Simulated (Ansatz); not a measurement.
# C₂H₇NSi: one molecule under many settings

How do the results and run time of C₂H₇NSi respond when the settings are drawn wide?

The runs use Ansatz 0.2.0, Gaussian basis; the settings change from run to run.

## Step 1: The relaxed structure

An earlier PBE0-D4 in a triple-zeta def2 set relaxation fixed the geometry.

SMILES `CC(=N)[SiH3]`, 11 atoms, charge 0, spin multiplicity 1.

Atoms are counted from 1 here; the program's logs count them from 0.

Bond lengths: C1–C2 1.498 Å, C1–H5 1.095 Å, C1–H6 1.091 Å, C1–H7 1.095 Å, C2–N3 1.272 Å, C2–Si4 1.901 Å, N3–H8 1.021 Å, Si4–H9 1.486 Å, Si4–H10 1.488 Å, Si4–H11 1.488 Å. Angles: C2–C1–H5 110.6°, C2–C1–H6 110.1°, C2–C1–H7 110.6°, H5–C1–H6 109.4°, H5–C1–H7 106.7°, H6–C1–H7 109.4°, C1–C2–N3 118.8°, C1–C2–Si4 118.3°, N3–C2–Si4 122.9°, C2–N3–H8 111.5°, C2–Si4–H9 107.9°, C2–Si4–H10 110.5°, C2–Si4–H11 110.5°, H9–Si4–H10 109.9°, H9–Si4–H11 109.9°, H10–Si4–H11 108.1°.

Coordinates:

| atom | x (Å) | y (Å) | z (Å) |
| --- | --- | --- | --- |
| C1 | -0.8720 | 1.2630 | -0.0472 |
| C2 | -0.3952 | -0.0987 | 0.3552 |
| N3 | -1.0623 | -0.7515 | 1.2197 |
| Si4 | 1.1863 | -0.7743 | -0.4543 |
| H5 | -0.1048 | 2.0157 | 0.1605 |
| H6 | -1.7844 | 1.5162 | 0.4943 |
| H7 | -1.0656 | 1.3000 | -1.1240 |
| H8 | -0.6397 | -1.6611 | 1.4107 |
| H9 | 1.4476 | -2.1240 | 0.1108 |
| H10 | 2.3388 | 0.1241 | -0.1756 |
| H11 | 1.0169 | -0.8665 | -1.9294 |

## Step 2: revPBE0/x2c-TZVPPall

Set apart from the defaults: a point charge of 2.00 e beside it, D4 dispersion, relativity set to scalar.

Input file in.yaml:

```yaml
crystal:
  periodic: [false, false, false]
  atoms:
    - {symbol: C, position_ang: [-0.872004, 1.262951, -0.047167]}
    - {symbol: C, position_ang: [-0.395180, -0.098655, 0.355151]}
    - {symbol: N, position_ang: [-1.062316, -0.751530, 1.219679]}
    - {symbol: Si, position_ang: [1.186341, -0.774313, -0.454348]}
    - {symbol: H, position_ang: [-0.104816, 2.015703, 0.160486]}
    - {symbol: H, position_ang: [-1.784433, 1.516178, 0.494268]}
    - {symbol: H, position_ang: [-1.065593, 1.299972, -1.123964]}
    - {symbol: H, position_ang: [-0.639697, -1.661143, 1.410677]}
    - {symbol: H, position_ang: [1.447648, -2.124018, 0.110822]}
    - {symbol: H, position_ang: [2.338752, 0.124137, -0.175608]}
    - {symbol: H, position_ang: [1.016901, -0.866481, -1.929394]}
basis:
  gaussian: {orbitals: x2c-TZVPPall, point_charges: [{charge: 2.00, position_ang: [6.739, 0.589, 0.197]}]}
hamiltonian: {xc: {name: revPBE0}, dispersion: d4, pseudopotentials: {relativity: scalar}}
output: {forces: true}
```

Run with:

```sh
$ ansatz run in.yaml --threads 2 --pin off --events-out ev --progress --plain --max-ram 4352MiB
```

Log (excerpt; [...] marks lines left out):

```text
Functional definition: revPBE0
  name "revPBE0"
  cite "Zhang & Yang, Phys. Rev. Lett. 80, 890 (1998) doi:10.1103/PhysRevLett.80.890"
  cite "Adamo & Barone, J. Chem. Phys. 110, 6158 (1999) doi:10.1063/1.478522"
  cite "Perdew, Burke & Ernzerhof, Phys. Rev. Lett. 77, 3865 (1996) doi:10.1103/PhysRevLett.77.3865"
[...]
1230 factors; their error is unknown
[...]
mean field -11571.92456945 eV, -425.2603841950 hartree, gradient 4.0e-5 eV, S^2 0.000000; 0 other end points of the search recorded, 0 dependent functions left out
[...]
reference -11571.92460893 eV, -425.2603856459 hartree; 20, 20 occupied and 213, 213 virtual orbitals, 1230 factors
Total energy: -11572.41106607 eV, -425.2782626161 hartree
Relativity: scalar
Atom 0 at    -0.872004     1.262951    -0.047167 Å, force     0.009883     0.070421    -0.119241 eV/Å
Atom 1 at    -0.395180    -0.098655     0.355151 Å, force    -0.056648     0.193473     0.197924 eV/Å
Atom 2 at    -1.062316    -0.751530     1.219679 Å, force     0.243682    -0.176799    -0.105669 eV/Å
Atom 3 at     1.186341    -0.774313    -0.454348 Å, force    -0.839778    -0.334334    -0.123743 eV/Å
Atom 4 at    -0.104816     2.015703     0.160486 Å, force    -0.013171     0.029063     0.012508 eV/Å
Atom 5 at    -1.784433     1.516178     0.494268 Å, force     0.042204    -0.010601    -0.028496 eV/Å
Atom 6 at    -1.065593     1.299972    -1.123964 Å, force    -0.026061     0.009067     0.019629 eV/Å
Atom 7 at    -0.639697    -1.661143     1.410677 Å, force    -0.108544    -0.012614     0.072578 eV/Å
Atom 8 at     1.447648    -2.124018     0.110822 Å, force     0.207511     0.040713     0.015081 eV/Å
Atom 9 at     2.338752     0.124137    -0.175608 Å, force     0.473835     0.157978     0.053258 eV/Å
Atom 10 at     1.016901    -0.866481    -1.929394 Å, force     0.201778     0.050629     0.014739 eV/Å
Dipole moment:    -0.222994    -0.013517    -0.181379 e Å
```

It took 6.5 s on 2 threads of Arm Neoverse V1, shared host; peak memory 0.56 GiB.

Largest force 0.912 eV/Å, dipole 1.38 D.

## Step 3: B97/def2-mTZVPP

Options: the search for lower states set to full.

in.yaml: that of step 2 with these lines changed.

```diff
@@ -15,4 +15,4 @@
 basis:
-  gaussian: {orbitals: x2c-TZVPPall, point_charges: [{charge: 2.00, position_ang: [6.739, 0.589, 0.197]}]}
-hamiltonian: {xc: {name: revPBE0}, dispersion: d4, pseudopotentials: {relativity: scalar}}
-output: {forces: true}
+  gaussian: {orbitals: def2-mTZVPP}
+hamiltonian: {xc: {name: B97}}
+scf: {lower_state_search: full}
```

Same command.

Log (excerpt; [...] marks lines left out):

```text
Functional definition: B97
  name "B97"
  cite "Becke, J. Chem. Phys. 107, 8554 (1997) doi:10.1063/1.475007"
[...]
      + integral(e_c_pw_opposite_spin*poly(b97_u_opposite, cos0, cos1, cos2))
1177 factors; their error is unknown
[...]
mean field -11554.13901899 eV, -424.6067772711 hartree, gradient 4.4e-5 eV, S^2 0.000000; 0 other end points of the search recorded, 0 dependent functions left out
reference -11554.13904438 eV, -424.6067782043 hartree; 20, 20 occupied and 104, 104 virtual orbitals, 1177 factors
Total energy: -11554.13904438 eV, -424.6067782043 hartree
```

It took 4.4 s on 2 threads of Arm Neoverse V1, shared host.

## Step 4: SPW92/STO-3G

This run has a point charge of 0.50 e beside it.

in.yaml: that of step 3 with these lines changed.

```diff
@@ -15,4 +15,3 @@
 basis:
-  gaussian: {orbitals: def2-mTZVPP}
-hamiltonian: {xc: {name: B97}}
-scf: {lower_state_search: full}
+  gaussian: {orbitals: STO-3G, point_charges: [{charge: 0.50, position_ang: [6.148, 0.957, 0.951]}]}
+hamiltonian: {xc: {name: SPW92}}
```

The command is unchanged.

Log:

```text
Functional definition: SPW92
  name "SPW92"
  cite "Dirac, Proc. Camb. Phil. Soc. 26, 376 (1930) doi:10.1017/S0305004100016108"
  cite "Slater, Phys. Rev. 81, 385 (1951) doi:10.1103/PhysRev.81.385"
  cite "Perdew & Wang, Phys. Rev. B 45, 13244 (1992) doi:10.1103/PhysRevB.45.13244"
  exchange = slater_x
  correlation = pw_c
399 factors; integrals over basis functions are off by at most 3.9e-5 eV
mean field evaluation 1: about -11349.9866 eV, gradient 2.6e1 eV
mean field evaluation 2: about -11341.3891 eV, gradient 6.1e1 eV
mean field evaluation 4: about -11351.9963 eV, gradient 2.3e0 eV
mean field evaluation 8: about -11351.9070 eV, gradient 4.2e-2 eV
mean field -11351.90697746 eV, -417.1748868227 hartree, gradient 3.1e-5 eV, S^2 0.000000; 0 other end points of the search recorded, 0 dependent functions left out
reference -11351.90699894 eV, -417.1748876120 hartree; 20, 20 occupied and 11, 11 virtual orbitals, 399 factors
Total energy: -11351.90699894 eV, -417.1748876120 hartree
```

It took 0.4 s on 2 threads of Arm Neoverse V1, shared host.

## Step 5: rPW86-PBE/cc-pVTZ-DK

Options: atoms shaken by 0.15 Å, a grid of angular degree 11.

Input file in.yaml:

```yaml
crystal:
  periodic: [false, false, false]
  atoms:
    - {symbol: C, position_ang: [-1.027649, 1.115837, -0.217732]}
    - {symbol: C, position_ang: [-0.138630, 0.055534, 0.312292]}
    - {symbol: N, position_ang: [-0.922107, -0.782110, 1.136763]}
    - {symbol: Si, position_ang: [1.143565, -0.714657, -0.563567]}
    - {symbol: H, position_ang: [-0.142983, 1.743094, 0.005944]}
    - {symbol: H, position_ang: [-1.953420, 1.592779, 0.358459]}
    - {symbol: H, position_ang: [-0.803040, 1.379918, -1.030649]}
    - {symbol: H, position_ang: [-0.430752, -1.827438, 1.435667]}
    - {symbol: H, position_ang: [1.239537, -2.102675, 0.076782]}
    - {symbol: H, position_ang: [2.299359, 0.031276, -0.056853]}
    - {symbol: H, position_ang: [0.687304, -0.962304, -1.829371]}
basis:
  gaussian: {orbitals: cc-pVTZ-DK, final_grid: {core_spheres: 5, valence_spheres: 4, degree: 11}}
hamiltonian: {xc: {name: rPW86-PBE}}
```

Launched as before.

Log:

```text
Functional definition: rPW86-PBE
  name "rPW86-PBE"
  cite "Murray, Lee & Langreth, J. Chem. Theory Comput. 5, 2754 (2009) doi:10.1021/ct900365q"
  cite "Perdew, Burke & Ernzerhof, Phys. Rev. Lett. 77, 3865 (1996) doi:10.1103/PhysRevLett.77.3865"
  parent pbe
  exchange = rpw86_x
  correlation = pbe_c
1197 factors; their error is unknown
mean field evaluation 1: about -11574.8283 eV, gradient 7.2e1 eV
mean field evaluation 2: about -11535.8046 eV, gradient 1.4e2 eV
mean field evaluation 4: about -11585.1158 eV, gradient 2.8e1 eV
mean field evaluation 8: about -11586.8565 eV, gradient 1.3e-1 eV
mean field evaluation 16: about -11586.8391 eV, gradient 7.3e-4 eV
mean field -11586.83906801 eV, -425.8084819079 hartree, gradient 3.3e-5 eV, S^2 0.000000; 0 other end points of the search recorded, 0 dependent functions left out
reference -11586.83916568 eV, -425.8084854972 hartree; 20, 20 occupied and 202, 202 virtual orbitals, 1197 factors
Total energy: -11586.83916568 eV, -425.8084854972 hartree
Relativity: scalar
```

Run time: 2.3 s. Hardware: 2 threads of Arm Neoverse V1, shared host.

## Step 6: RPA/6-31++G**

This run has finite nuclei.

Input file in.yaml:

```yaml
crystal:
  periodic: [false, false, false]
  atoms:
    - {symbol: C, position_ang: [-0.872004, 1.262951, -0.047167]}
    - {symbol: C, position_ang: [-0.395180, -0.098655, 0.355151]}
    - {symbol: N, position_ang: [-1.062316, -0.751530, 1.219679]}
    - {symbol: Si, position_ang: [1.186341, -0.774313, -0.454348]}
    - {symbol: H, position_ang: [-0.104816, 2.015703, 0.160486]}
    - {symbol: H, position_ang: [-1.784433, 1.516178, 0.494268]}
    - {symbol: H, position_ang: [-1.065593, 1.299972, -1.123964]}
    - {symbol: H, position_ang: [-0.639697, -1.661143, 1.410677]}
    - {symbol: H, position_ang: [1.447648, -2.124018, 0.110822]}
    - {symbol: H, position_ang: [2.338752, 0.124137, -0.175608]}
    - {symbol: H, position_ang: [1.016901, -0.866481, -1.929394]}
basis:
  gaussian: {orbitals: "6-31++G**", nuclear_model: gaussian}
hamiltonian: {xc: {name: r2SCAN}}
correlation: {method: rpa}
```

Launched as before.

Log (excerpt; [...] marks lines left out):

```text
Functional definition: r2SCAN
  name "r2SCAN"
  cite "Furness, Kaplan, Ning, Perdew & Sun, J. Phys. Chem. Lett. 11, 8208 (2020) doi:10.1021/acs.jpclett.0c02405"
  cite "Furness, Kaplan, Ning, Perdew & Sun, J. Phys. Chem. Lett. 11, 9248 (2020) doi:10.1021/acs.jpclett.0c03077"
  parent r2scan
[...]
1101 factors; integrals over basis functions are off by at most 1.7e-3 eV
[...]
mean field -11551.84452265 eV, -424.5224560860 hartree, gradient 5.5e-6 eV, S^2 0.000000; 0 other end points of the search recorded, 0 dependent functions left out
8 core orbitals not correlated: weight in the atoms' cores, before any rotation towards them, 1.000 or more for the frozen orbitals, at most 0.000 for the correlated occupied ones
reference -11514.15106330 eV, -423.1372470043 hartree; 12, 12 occupied and 102, 102 virtual orbitals, 1101 factors
Total energy: -11538.42551594 eV, -424.0293166851 hartree
```

Run time: 6.5 s. Hardware: 2 threads of Arm Neoverse V1, shared host.

## Step 7: wPBEh/STO-3G

Options: high accuracy.

in.yaml: that of step 6 with these lines changed.

```diff
@@ -15,4 +15,5 @@
 basis:
-  gaussian: {orbitals: "6-31++G**", nuclear_model: gaussian}
-hamiltonian: {xc: {name: r2SCAN}}
-correlation: {method: rpa}
+  gaussian: {orbitals: STO-3G}
+hamiltonian: {xc: {name: wPBEh}}
+accuracy: high
+output: {forces: true}
```

Same command.

Log (excerpt; [...] marks lines left out):

```text
Functional definition: wPBEh
  name "wPBEh"
  cite "Heyd, Scuseria & Ernzerhof, J. Chem. Phys. 118, 8207 (2003) doi:10.1063/1.1564060"
  cite "Krukau, Vydrov, Izmaylov & Scuseria, J. Chem. Phys. 125, 224106 (2006) doi:10.1063/1.2404663"
  cite "Heyd & Scuseria, J. Chem. Phys. 120, 7274 (2004) doi:10.1063/1.1668634"
  cite "Ernzerhof & Perdew, J. Chem. Phys. 109, 3313 (1998) doi:10.1063/1.476928"
  cite "Perdew, Burke & Ernzerhof, Phys. Rev. Lett. 77, 3865 (1996) doi:10.1103/PhysRevLett.77.3865"
  parent pbe
[...]
641 factors; integrals over basis functions are off by at most 3.5e-9 eV
85 factors; integrals over basis functions are off by at most 6.2e-10 eV
[...]
mean field -11411.49491759 eV, -419.3647032323 hartree, gradient 1.1e-8 eV, S^2 0.000000; 0 other end points of the search recorded, 0 dependent functions left out
[...]
Atom 1 at    -0.395180    -0.098655     0.355151 Å, force     2.444502    -0.452165    -1.581397 eV/Å
Atom 2 at    -1.062316    -0.751530     1.219679 Å, force    -3.106674     1.027156     1.756634 eV/Å
Atom 3 at     1.186341    -0.774313    -0.454348 Å, force     0.790985    -0.054809    -0.563696 eV/Å
Atom 4 at    -0.104816     2.015703     0.160486 Å, force     0.122370     0.195869     0.104381 eV/Å
Atom 5 at    -1.784433     1.516178     0.494268 Å, force    -0.227441     0.137021     0.093979 eV/Å
Atom 6 at    -1.065593     1.299972    -1.123964 Å, force    -0.121589     0.013488    -0.221464 eV/Å
Atom 7 at    -0.639697    -1.661143     1.410677 Å, force     1.178815    -2.031125     0.249727 eV/Å
Atom 8 at     1.447648    -2.124018     0.110822 Å, force    -0.179605     0.928699    -0.389164 eV/Å
Atom 9 at     2.338752     0.124137    -0.175608 Å, force    -0.772118    -0.649335    -0.168100 eV/Å
Atom 10 at     1.016901    -0.866481    -1.929394 Å, force     0.120280     0.019423     1.015252 eV/Å
Dipole moment:     0.311727    -0.033724    -0.214806 e Å
```

Run time: 2.6 s. Hardware: 2 threads of Arm Neoverse V1, shared host.

Largest force 3.714 eV/Å, dipole 1.83 D.

## Step 8: B97M-V/STO-3G

Set apart from the defaults: charge -1, multiplicity 2.

in.yaml: that of step 7 with these lines changed.

```diff
@@ -16,4 +16,4 @@
   gaussian: {orbitals: STO-3G}
-hamiltonian: {xc: {name: wPBEh}}
-accuracy: high
-output: {forces: true}
+total_charge: -1
+magnetization: {spin_polarized: true, initial_magnetization: 1}
+hamiltonian: {xc: {name: B97M-V}}
```

Launched as before.

Log (excerpt; [...] marks lines left out):

```text
Functional definition: B97M-V
  name "B97M-V"
  cite "Mardirossian & Head-Gordon, J. Chem. Phys. 142, 074111 (2015) doi:10.1063/1.4907719"
  cite "Becke, J. Chem. Phys. 107, 8554 (1997) doi:10.1063/1.475007"
  cite "Vydrov & Van Voorhis, J. Chem. Phys. 133, 244103 (2010) doi:10.1063/1.3521275"
  # Of w^i u^j: cxij and so on, Table III.
[...]
  gx(w, u) = cx00 + cx01*u + cx02*u^2 + (cx10 + cx11*u)*w
  gss(w, u) = css00 + css02*u^2 + css10*w + (css32*w^3 + css42*w^4)*u^2
  gos(w, u) = cos00 + cos01*u + cos03*u^3 + cos10*w + cos32*w^3*u^2
[...]
      + integral(e_c_pw_mod_opposite_spin*gos(b97_w_opposite, b97_u_opposite)) + vv10(b, c)
401 factors; integrals over basis functions are off by at most 3.4e-5 eV
[...]
mean field -11411.76688461 eV, -419.3746978360 hartree, gradient 1.2e-5 eV, S^2 0.751414; 0 other end points of the search recorded, 0 dependent functions left out
reference -11411.76692012 eV, -419.3746991408 hartree; 21, 20 occupied and 10, 11 virtual orbitals, 401 factors
Total energy: -11411.76692012 eV, -419.3746991408 hartree
```

Run time: 5.5 s. Hardware: 2 threads of Arm Neoverse V1, shared host.

⟨S²⟩ 0.751.

## Step 9: wPBEh/6-31++G**

Options: a grid of angular degree 23.

in.yaml: that of step 8 with these lines changed.

```diff
@@ -15,5 +15,3 @@
 basis:
-  gaussian: {orbitals: STO-3G}
-total_charge: -1
-magnetization: {spin_polarized: true, initial_magnetization: 1}
-hamiltonian: {xc: {name: B97M-V}}
+  gaussian: {orbitals: "6-31++G**", final_grid: {core_spheres: 8, valence_spheres: 7, degree: 23}}
+hamiltonian: {xc: {name: wPBEh}}
```

Launched as before.

Log (excerpt; [...] marks lines left out):

```text
Functional definition: wPBEh
  name "wPBEh"
  cite "Heyd, Scuseria & Ernzerhof, J. Chem. Phys. 118, 8207 (2003) doi:10.1063/1.1564060"
  cite "Krukau, Vydrov, Izmaylov & Scuseria, J. Chem. Phys. 125, 224106 (2006) doi:10.1063/1.2404663"
  cite "Heyd & Scuseria, J. Chem. Phys. 120, 7274 (2004) doi:10.1063/1.1668634"
  cite "Ernzerhof & Perdew, J. Chem. Phys. 109, 3313 (1998) doi:10.1063/1.476928"
  cite "Perdew, Burke & Ernzerhof, Phys. Rev. Lett. 77, 3865 (1996) doi:10.1103/PhysRevLett.77.3865"
  parent pbe
[...]
1287 factors; their error is unknown
140 factors; integrals over basis functions are off by at most 1.5e-6 eV
[...]
mean field -11547.85278528 eV, -424.3757624433 hartree, gradient 4.7e-5 eV, S^2 0.000000; 0 other end points of the search recorded, 0 dependent functions left out
reference -11547.85288198 eV, -424.3757659971 hartree; 20, 20 occupied and 102, 102 virtual orbitals, 1287 factors
Total energy: -11547.85288198 eV, -424.3757659971 hartree
```

It took 1.5 s on 2 threads of Arm Neoverse V1, shared host.

## Step 10: PBE0-DH/6-31G*

Options: high accuracy.

in.yaml: that of step 9 with these lines changed.

```diff
@@ -15,3 +15,5 @@
 basis:
-  gaussian: {orbitals: "6-31++G**", final_grid: {core_spheres: 8, valence_spheres: 7, degree: 23}}
-hamiltonian: {xc: {name: wPBEh}}
+  gaussian: {orbitals: "6-31G*"}
+hamiltonian: {xc: {name: PBE0-DH}}
+accuracy: high
+output: {forces: true}
```

The command is unchanged.

Log (excerpt; [...] marks lines left out):

```text
Functional definition: PBE0-DH
  name "PBE0-DH"
  cite "Brémond & Adamo, J. Chem. Phys. 135, 024106 (2011) doi:10.1063/1.3604569"
  cite "Perdew, Burke & Ernzerhof, Phys. Rev. Lett. 77, 3865 (1996) doi:10.1103/PhysRevLett.77.3865"
[...]
1850 factors; integrals over basis functions are off by at most 3.7e-9 eV
[...]
mean field -11543.41857778 eV, -424.2128083232 hartree, gradient 9.9e-8 eV, S^2 0.000000; 0 other end points of the search recorded, 0 dependent functions left out
8 core orbitals not correlated: weight in the atoms' cores, before any rotation towards them, 1.000 or more for the frozen orbitals, at most 0.000 for the correlated occupied ones
reference -11543.41857933 eV, -424.2128083803 hartree; 12, 12 occupied and 58, 58 virtual orbitals, 1850 factors
second order -17.01654243 eV of doubles, -0.00000000 eV of singles
[...]
Atom 1 at    -0.395180    -0.098655     0.355151 Å, force     0.191698    -0.042957    -0.119701 eV/Å
Atom 2 at    -1.062316    -0.751530     1.219679 Å, force    -0.208130    -0.098951     0.211438 eV/Å
Atom 3 at     1.186341    -0.774313    -0.454348 Å, force     0.073356     0.046382    -0.081484 eV/Å
Atom 4 at    -0.104816     2.015703     0.160486 Å, force    -0.050813    -0.024451     0.008702 eV/Å
Atom 5 at    -1.784433     1.516178     0.494268 Å, force     0.038604    -0.024741    -0.015120 eV/Å
Atom 6 at    -1.065593     1.299972    -1.123964 Å, force    -0.016596     0.000898     0.054587 eV/Å
Atom 7 at    -0.639697    -1.661143     1.410677 Å, force    -0.010498     0.068799    -0.030298 eV/Å
Atom 8 at     1.447648    -2.124018     0.110822 Å, force    -0.005244     0.046655    -0.022625 eV/Å
Atom 9 at     2.338752     0.124137    -0.175608 Å, force    -0.036558    -0.049731    -0.007276 eV/Å
Atom 10 at     1.016901    -0.866481    -1.929394 Å, force     0.014129    -0.011788     0.059182 eV/Å
Dipole moment:     0.256988     0.026593    -0.207279 e Å
```

Wall time 15 s (2 threads of Arm Neoverse V1, shared host).

Largest force 0.313 eV/Å, dipole 1.59 D.

## Step 11: All runs side by side

| level | charge | multiplicity | geometry | functions | energy (eV) | time |
| --- | --- | --- | --- | --- | --- | --- |
| revPBE0/x2c-TZVPPall | 0 | 1 | relaxed, point charge | 233 | -11572.411 | 6.5 s |
| B97/def2-mTZVPP | 0 | 1 | relaxed | 124 | -11554.139 | 4.4 s |
| SPW92/STO-3G | 0 | 1 | relaxed, point charge | 31 | -11351.907 | 0.4 s |
| rPW86-PBE/cc-pVTZ-DK | 0 | 1 | shaken | 222 | -11586.839 | 2.3 s |
| RPA/6-31++G** | 0 | 1 | relaxed | 122 | -11538.426 | 6.5 s |
| wPBEh/STO-3G | 0 | 1 | relaxed | 31 | -11411.495 | 2.6 s |
| B97M-V/STO-3G | -1 | 2 | relaxed | 31 | -11411.767 | 5.5 s |
| wPBEh/6-31++G** | 0 | 1 | relaxed | 122 | -11547.853 | 1.5 s |
| PBE0-DH/6-31G* | 0 | 1 | relaxed | 78 | -11545.546 | 15 s |

## Step 12: Results

| quantity | value |
| --- | --- |
| runs | 9 |
| quickest | SPW92/STO-3G, 0.4 s |
| slowest | PBE0-DH/6-31G*, 15 s |
| spread of total energies, same state and geometry | 142.6 eV |
| dipole, same state and geometry | 1.59 to 1.83 D |

PBE0-DH/6-31G* took 38 times as long as SPW92/STO-3G. The jobs differ in tasks and options as well as level. Total energies at one charge and spin differ by 143 eV between levels, so only differences within one level mean anything. At the PBE0-D4/def2-TZVP geometry and in the same state, runs without warnings or point charges leave forces up to 3.71 eV/Å (wPBEh/STO-3G).
